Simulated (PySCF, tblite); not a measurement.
# C₃H₉OPSi: geometry, infrared bands and NMR shifts

Aim: predict the infrared bands and NMR shifts of C₃H₉OPSi (`O=[P@@H]1CC[C@@H]1[SiH3]`).

Computed with tblite 0.8.0 and PySCF 2.14.0, with density-fitted response routines of our own, on a single molecule in the gas phase. Atoms are numbered from 0 throughout.

## 1. The starting structure

15 atoms, charge 0, multiplicity 1; geometry from: force field or distance geometry start.

Bonds of the start (Å): O0–P1 1.51, P1–C2 1.81, C2–C3 1.54, C3–C4 1.54, C4–Si5 1.87, C4–P1 1.80, P1–H6 1.40, C2–H7 1.10, C2–H8 1.10, C3–H9 1.10, C3–H10 1.10, C4–H11 1.10, Si5–H12 1.50, Si5–H13 1.49, Si5–H14 1.49.

## 2. Optimising the geometry with GFN2-xTB

The job: settings as JSON, then the geometry in Å.

```
{"job": {"kind": "relax", "xc": "GFN2-xTB", "basis": "xTB"}, "charge": 0, "multiplicity": 1}
O     -0.850800     1.604200     1.066600
P     -0.827800     1.154300    -0.373500
C     -1.812500    -0.357900    -0.315900
C     -0.557500    -1.030100     0.271400
C      0.455500    -0.110200    -0.438100
Si     2.070500     0.280400     0.420500
H     -0.993300     1.943900    -1.522900
H     -2.697500    -0.351700     0.329800
H     -2.095200    -0.730300    -1.308800
H     -0.468800    -2.098500     0.020000
H     -0.534100    -0.988400     1.375300
H      0.639800    -0.428400    -1.476500
H      1.936500     0.486600     1.895400
H      3.025400    -0.849200     0.227000
H      2.705200     1.483400    -0.192300
```

On the command line:

```
> OMP_NUM_THREADS=1 python probes_run.py task.json out
```

This one command runs all jobs of the session in turn.

The log of the run:

```text
step      E/eV     max force
  0    -525.96907    3.497
  1    -526.15277    2.863
  2    -526.27894    1.511
  3    -526.41190    0.980
  4    -526.46636    0.919
  5    -526.52187    0.468
  6    -526.53543    0.312
  7    -526.54418    0.220
  8    -526.55050    0.188
  9    -526.55835    0.218
 10    -526.56675    0.298
 11    -526.57374    0.270
 12    -526.57797    0.168
 13    -526.58092    0.165
 14    -526.58380    0.151
 15    -526.58708    0.180
 16    -526.59047    0.183
 17    -526.59325    0.132
 18    -526.59531    0.116
 19    -526.59712    0.111
 20    -526.59886    0.110
 21    -526.60025    0.099
 22    -526.60134    0.082
 23    -526.60257    0.119
 24    -526.60445    0.187
 25    -526.60710    0.215
 26    -526.60984    0.162
 27    -526.61192    0.120
 28    -526.61350    0.117
 29    -526.61540    0.132
 30    -526.61802    0.179
 31    -526.62052    0.149
 32    -526.62210    0.093
 33    -526.62322    0.081
 34    -526.62421    0.072
 35    -526.62508    0.077
 36    -526.62577    0.068
 37    -526.62634    0.057
 38    -526.62694    0.064
 39    -526.62774    0.091
 40    -526.62882    0.120
 41    -526.62994    0.090
 42    -526.63090    0.092
 43    -526.63170    0.083
 44    -526.63242    0.055
 45    -526.63282    0.049
 46    -526.63325    0.041
 47    -526.63369    0.059
 48    -526.63417    0.062
 49    -526.63472    0.059
 50    -526.63535    0.065
 51    -526.63602    0.066
 52    -526.63672    0.095
 53    -526.63746    0.098
 54    -526.63826    0.071
 55    -526.63905    0.083
 56    -526.63970    0.072
 57    -526.64023    0.068
 58    -526.64084    0.066
 59    -526.64173    0.069
 60    -526.64253    0.068
 61    -526.64377    0.103
 62    -526.64467    0.091
 63    -526.64573    0.075
 64    -526.64660    0.084
 65    -526.64491    0.250
 66    -526.64786    0.083
 67    -526.64850    0.078
 68    -526.65272    0.146
 69    -526.65580    0.184
 70    -526.66184    0.161
 71    -526.66180    0.337
 72    -526.66844    0.118
 73    -526.67094    0.132
 74    -526.66852    0.449
 75    -526.67798    0.144
 76    -526.68028    0.132
 77    -526.68305    0.207
 78    -526.68549    0.129
 79    -526.68874    0.101
 80    -526.69144    0.104
 81    -526.69441    0.194
 82    -526.69748    0.122
 83    -526.70070    0.177
 84    -526.70288    0.134
 85    -526.70473    0.115
 86    -526.70585    0.087
 87    -526.70804    0.092
 88    -526.71004    0.147
 89    -526.71173    0.129
 90    -526.71316    0.133
 91    -526.71456    0.087
 92    -526.71600    0.108
 93    -526.71741    0.112
 94    -526.71875    0.172
 95    -526.72007    0.133
 96    -526.72127    0.087
 97    -526.72217    0.048
 98    -526.72265    0.040
 99    -526.72301    0.052
100    -526.72331    0.038
101    -526.72366    0.048
102    -526.72405    0.049
103    -526.72436    0.031
104    -526.72453    0.028
105    -526.72463    0.024
106    -526.72472    0.023
107    -526.72481    0.026
108    -526.72487    0.019
109    -526.72491    0.013
110    -526.72494    0.013
111    -526.72497    0.014
112    -526.72501    0.019
113    -526.72507    0.017
114    -526.72514    0.022
115    -526.72523    0.020
116    -526.72532    0.020
117    -526.72540    0.022
118    -526.72547    0.022
119    -526.72558    0.025
120    -526.72578    0.040
121    -526.72615    0.057
122    -526.72670    0.078
123    -526.72728    0.073
124    -526.72770    0.042
125    -526.72789    0.028
126    -526.72800    0.027
127    -526.72812    0.027
128    -526.72827    0.028
129    -526.72845    0.036
130    -526.72860    0.038
131    -526.72870    0.024
132    -526.72874    0.012
133    -526.72876    0.010
```

Relaxation path: (not every step is listed)

```tsv
step	energy from step 0 (eV)	largest force (eV/Å)
0	0.0000	3.4973
1	-0.1837	2.8634
2	-0.3099	1.5114
3	-0.4428	0.9798
4	-0.4973	0.9191
5	-0.5528	0.4682
6	-0.5664	0.3116
7	-0.5751	0.2198
8	-0.5814	0.1885
20	-0.6298	0.1104
32	-0.6530	0.0928
44	-0.6634	0.0555
56	-0.6706	0.0716
68	-0.6837	0.1456
80	-0.7224	0.1036
92	-0.7469	0.1080
104	-0.7555	0.0280
116	-0.7563	0.0198
128	-0.7592	0.0284
129	-0.7594	0.0361
130	-0.7595	0.0376
131	-0.7596	0.0236
132	-0.7597	0.0117
133	-0.7597	0.0096
```

Close pairs (by a distance rule), those that changed most:

```tsv
bond	before (Å)	after (Å)	change (Å)
O0–P1	1.509	1.462	-0.047
P1–C2	1.805	1.841	+0.036
P1–C4	1.803	1.836	+0.033
Si5–H12	1.495	1.462	-0.033
Si5–H14	1.492	1.460	-0.032
C4–Si5	1.870	1.901	+0.031
Si5–H13	1.492	1.467	-0.024
C3–H10	1.105	1.090	-0.015
```

The final coordinates are the input of the step that follows.

## 3. Vibrational analysis with GFN2-xTB

The job: settings as JSON, then the geometry in Å.

```
{"job": {"kind": "ir", "xc": "GFN2-xTB", "basis": "xTB"}, "charge": 0, "multiplicity": 1}
O     -0.674603     2.483395     0.026398
P     -0.783701     1.158132    -0.581253
C     -1.565928    -0.281423     0.258556
C     -0.456586    -1.184942    -0.313255
C      0.573614    -0.076986    -0.626389
Si     1.797356     0.278290     0.784616
H     -1.340816     1.173282    -1.864559
H     -1.481039    -0.161767     1.339784
H     -2.587057    -0.564076     0.012447
H     -0.795388    -1.674677    -1.226625
H     -0.101182    -1.951695     0.374812
H      1.093406    -0.197296    -1.576137
H      1.085043     0.485239     2.044855
H      2.634709    -0.920964     0.903529
H      2.597759     1.443478     0.421309
```

The log of the run:

```text
mode    cm-1     km/mol
  1     103.2      0.20
  2     114.9      3.76
  3     129.2      5.19
  4     242.5      3.00
  5     293.9     11.60
  6     339.7     12.69
  7     489.8     13.68
  8     528.8     19.37
  9     572.4     60.24
 10     628.2      8.63
 11     703.0     40.10
 12     751.2    128.43
 13     754.7     46.69
 14     773.9    346.05
 15     785.9    232.13
 16     814.8    128.23
 17     849.2     29.43
 18     915.4     42.99
 19     958.9     25.61
 20    1001.5      6.59
 21    1028.6     25.73
 22    1040.2      6.30
 23    1059.3     13.44
 24    1149.9      5.09
 25    1191.9      3.78
 26    1208.0     10.43
 27    1268.0      0.28
 28    1295.0    306.06
 29    1429.6      5.55
 30    1491.2      1.85
 31    2233.4    282.25
 32    2241.4    309.98
 33    2280.4    218.50
 34    2306.9    275.39
 35    2966.5     23.79
 36    2970.2      3.89
 37    2983.3     48.06
 38    2994.2     32.64
 39    3005.3     27.94
```

Which atoms move in the most intense modes:

```tsv
cm⁻¹	km/mol	atoms
751	128.4	H14 34 %, C2 15 %, H13 13 %, H12 12 %
774	346.1	H12 35 %, H14 31 %, H13 21 %
786	232.1	H12 42 %, H13 28 %
1295	306.1	O0 57 %, P1 38 %
2233	282.2	H6 96 %
2241	310.0	H13 96 %
2280	218.5	H12 96 %
2307	275.4	H14 96 %
```

## 4. Nuclear shieldings: PBE0/pcSseg-1

The job, as its differences from that of step 3:

```diff
@@ -1,2 +1,2 @@
-{"job": {"kind": "ir", "xc": "GFN2-xTB", "basis": "xTB"}, "charge": 0, "multiplicity": 1}
+{"job": {"kind": "nmr", "xc": "PBE0", "basis": "pcSseg-1"}, "charge": 0, "multiplicity": 1}
 O     -0.674603     2.483395     0.026398
```

Level: GIAO PBE0/pcSseg-1 NMR shielding, non-relativistic, gas phase.

The log of the run:

```text
coarse grid: 13176 points
cycle   1  E = -825.0603161376  dE =  8.762e-01  |g| = 8.998e-01  |ddm| = 3.559e+00
cycle   2  E = -824.4321468614  dE =  6.282e-01  |g| = 1.937e+00  |ddm| = 3.543e+00
cycle   3  E = -825.2082568712  dE = -7.761e-01  |g| = 2.234e-01  |ddm| = 2.931e+00
cycle   4  E = -825.2181650203  dE = -9.908e-03  |g| = 1.054e-01  |ddm| = 3.307e-01
cycle   5  E = -825.2209374463  dE = -2.772e-03  |g| = 1.169e-02  |ddm| = 9.689e-02
cycle   6  E = -825.2209645511  dE = -2.710e-05  |g| = 4.903e-03  |ddm| = 1.623e-02
cycle   7  E = -825.2209703391  dE = -5.788e-06  |g| = 1.091e-03  |ddm| = 5.412e-03
final grid: 117032 points
cycle   8  E = -825.2684316870  dE = -1.330e-05  |g| = 1.109e-02  |ddm| = 2.572e-02
cycle   9  E = -825.2683720984  dE =  5.959e-05  |g| = 2.026e-02  |ddm| = 2.991e-02
cycle  10  E = -825.2684574204  dE = -8.532e-05  |g| = 2.187e-03  |ddm| = 2.133e-02
cycle  11  E = -825.2684583736  dE = -9.532e-07  |g| = 2.100e-04  |ddm| = 1.947e-03
cycle  12  E = -825.2684583848  dE = -1.113e-08  |g| = 6.146e-05  |ddm| = 3.443e-04
cycle  13  E = -825.2684583856  dE = -8.024e-10  |g| = 1.995e-05  |ddm| = 8.352e-05
converged SCF energy = -825.2684583856

GIAO shielding tensors (ppm)
atom      isotropic    diamagn.    paramagn.     s11        s22        s33       span
  0 O      189.989     393.377    -203.387     89.527    187.328    293.113    203.586
  1 P      326.033     963.590    -637.557    204.274    255.927    517.898    313.624
  2 C      148.871     259.590    -110.720    110.397    153.065    183.150     72.754
  3 C      175.173     250.887     -75.714    162.211    176.547    186.762     24.550
  4 C      152.327     262.261    -109.934    112.016    159.255    185.710     73.694
  5 Si     422.517     880.461    -457.945    395.547    411.889    460.114     64.567
  6 H       24.064      28.325      -4.261     19.593     22.477     30.122     10.529
  7 H       29.044      32.397      -3.353     25.980     27.713     33.441      7.461
  8 H       29.330      30.514      -1.184     25.198     26.649     36.144     10.946
  9 H       30.065      31.850      -1.785     26.027     27.160     37.008     10.981
 10 H       30.115      31.839      -1.724     25.949     27.814     36.581     10.632
 11 H       29.440      32.944      -3.504     25.375     27.488     35.458     10.083
 12 H       27.548      29.676      -2.128     23.957     26.956     31.732      7.775
 13 H       27.806      29.371      -1.566     24.503     25.644     33.270      8.767
 14 H       27.639      29.017      -1.378     23.914     25.535     33.469      9.554
```

It took 68 s on 1 thread, shared host.

The references, computed at this level on geometries of the same kind, shield at (ppm): ¹H TMS 31.72, ¹³C TMS 186.9, ²⁹Si TMS 349.2, ¹⁷O H2O 336.1, ³¹P H3PO4 318.4. Their shielding less the atom's gives the shift. The references are single molecules in the gas phase, so shifts against H2O, NH3, PH3, H3PO4 or CFCl3 are not on the usual liquid scales and can be off by tens of ppm. Atoms listed in one row are averaged.

```tsv
atoms	environment	σ (ppm)	δ (ppm)	δ scaled to CDCl3
C2	sp3 CH2 bonded to P	148.9	38.1	35.2
C4	sp3 CH bonded to P and Si	152.3	34.6	31.9
C3	sp3 CH2 in a ring	175.2	11.8	9.6
H6	hydrogen on a phosphorus bonded to 2 C, O, in a 4-membered ring	24.06	7.65	–
H12, H13, H14	hydrogen on a silicon bonded to C	27.66	4.05	–
H7	hydrogen on an sp3 CH2 bonded to P	29.04	2.67	2.62
H8	hydrogen on an sp3 CH2 bonded to P	29.33	2.39	2.36
H11	hydrogen on an sp3 CH bonded to P and Si	29.44	2.28	2.25
H9	hydrogen on an sp3 CH2 in a ring	30.07	1.65	1.66
H10	hydrogen on an sp3 CH2 in a ring	30.11	1.60	1.62
O0	P=O oxygen	190.0	146.1	–
P1	phosphorus bonded to 2 C, O, H, in a 4-membered ring	326.0	-7.7	–
Si5	silicon bonded to C, 3 H	422.5	-73.4	–
```

The scaled column applies a straight-line fit of computed shieldings to shifts measured in CDCl3 (root-mean-square error 0.16 ppm for H, 1.9 ppm for C).

The run also stored atomic charges by several schemes (e):

```tsv
atoms	Mulliken	IAO	Hirshfeld	ESP fit
O0	-0.58	-0.89	-0.39	-0.60
P1	0.87	1.39	0.40	0.74
C2	-0.47	-0.53	-0.12	-0.33
C3	-0.18	-0.26	-0.07	-0.13
C4	-0.77	-0.65	-0.16	-0.29
Si5	0.52	0.60	0.31	0.36
```

Mayer bond orders: O0–P1 1.86, P1–C2 0.90, C2–C3 0.99, C3–C4 0.96, C4–Si5 0.84, C4–P1 0.88.

Ring of atoms P1, C2, C3, C4: NICS(0) -5.0, NICS(1) -3.1, NICS(1)zz -0.5 ppm (means of both faces).

## 5. Results

| quantity | value |
| --- | --- |
| strongest single infrared mode (GFN2-xTB) | 774 cm⁻¹, 346 km/mol |
| zero-point energy (GFN2-xTB) | 68.5 kcal/mol |
| ¹³C shifts against TMS (PBE0/pcSseg-1) | 38.1, 34.6, 11.8 ppm |
| ¹H shifts against TMS (PBE0/pcSseg-1, means over atoms taken as alike) | 7.65, 4.05, 2.67, 2.39, 2.28, 1.65, 1.60 ppm |
| ¹⁷O shifts against H2O (PBE0/pcSseg-1) | 146.1 ppm |
| ³¹P shifts against H3PO4 (PBE0/pcSseg-1) | -7.7 ppm |
| ²⁹Si shifts against TMS (PBE0/pcSseg-1) | -73.4 ppm |

**Reading.** Over 133 steps the energy fell by 0.760 eV; of the close pairs, O0–P1 changed most, 1.509 to 1.462 Å. All 39 modes are real, so the xTB geometry is a minimum. The strongest single mode, at 774 cm⁻¹, is carried by H12, H14, H13. GFN2-xTB is a fitted tight-binding method: band positions and strengths are rough. Its intensities can rank the bands wrongly. At PBE0/pcSseg-1: The widest tensor belongs to P1: span 314 ppm, with a paramagnetic part of -638 ppm.
